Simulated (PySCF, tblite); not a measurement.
# C₆H₇FN radical: geometry, infrared bands and EPR parameters

Wanted: the infrared bands and EPR parameters of C₆H₇FN radical (`N#C[C@@H]1C[CH]C[C@H]1F`), by calculation.

The runs use tblite 0.8.0 and PySCF 2.14.0, with density-fitted response routines of our own; the level of theory stands in each step. All values are computed, except where a source is named. Atoms count from 0, in the outputs and in this text.

## Step 1: The molecule as given

15 atoms, charge 0, multiplicity 2; geometry from: force field or distance geometry start.

Bonds of the start (Å): N0–C1 1.17, C1–C2 1.46, C2–C3 1.52, C3–C4 1.48, C4–C5 1.50, C5–C6 1.53, C6–F7 1.37, C6–C2 1.54, C2–H8 1.09, C3–H9 1.10, C3–H10 1.10, C4–H11 1.08, C5–H12 1.09, C5–H13 1.10, C6–H14 1.09.

## Step 2: Relaxing the molecule with GFN2-xTB

What the job is given:

```
{"job": {"kind": "relax", "xc": "GFN2-xTB", "basis": "xTB"}, "charge": 0, "multiplicity": 2}
N      2.967100     0.304800    -0.769500
C      1.980800     0.329900    -0.146400
C      0.759600     0.361300     0.661000
C      0.141400    -1.021100     0.828700
C     -0.800900    -1.165600    -0.309000
C     -1.014800     0.144500    -1.010300
C     -0.336100     1.150200    -0.075600
F     -1.247500     1.571800     0.853300
H      0.967800     0.805600     1.637800
H      0.885400    -1.828900     0.845200
H     -0.435700    -1.082700     1.766800
H     -1.297400    -2.087200    -0.593600
H     -2.079200     0.362000    -1.121800
H     -0.514900     0.120700    -1.988200
H      0.020200     2.042700    -0.600300
```

Run with:

```bash
> OMP_NUM_THREADS=1 python probes_run.py task.json out
```

This one command runs all jobs of the session in turn.

**Question.** This job is followed by: GFN2-xTB harmonic vibrations, gas phase; UKS B3LYP, pcH-1 on C F H N, non-relativistic, mean-field spin-orbit, GIAO. Predict these results of the whole session: strongest single infrared mode (GFN2-xTB); zero-point energy (GFN2-xTB); g(iso) (B3LYP); ⟨S²⟩; largest a(iso); potential on the surface of density 0.002 e/bohr³, 1st and 99th percentile.

As calculated:

| quantity | value |
| --- | --- |
| strongest single infrared mode (GFN2-xTB) | 2410 cm⁻¹, 203 km/mol |
| zero-point energy (GFN2-xTB) | 71.2 kcal/mol |
| g(iso) (B3LYP) | 2.00267 |
| ⟨S²⟩ | 0.754 (exact 0.75) |
| largest a(iso) | 1H on H10, 143.2 MHz |
| potential on the surface of density 0.002 e/bohr³, 1st and 99th percentile | -1.71 V and 1.24 V |

**Reading.** Over 54 steps the energy fell by 0.104 eV; of the close pairs, N0–C1 changed most, 1.167 to 1.143 Å. All 39 modes are real, so the xTB geometry is a minimum. The strongest single mode, at 2410 cm⁻¹, moves mainly C1 and N0. Unscaled tight-binding wavenumbers are off by several per cent, some by more. Its intensities can rank the bands wrongly. Most of the unpaired spin sits on C4 (1.02 e). The isotropic g lies 0.4 ppt above the free-electron value. These values are for one conformer; the search (at its own cheap level) found 2 more, at 0.00, 0.35 kcal/mol (those within 0.05 may be mirror or relabelled copies), and measured spectra average over such forms.
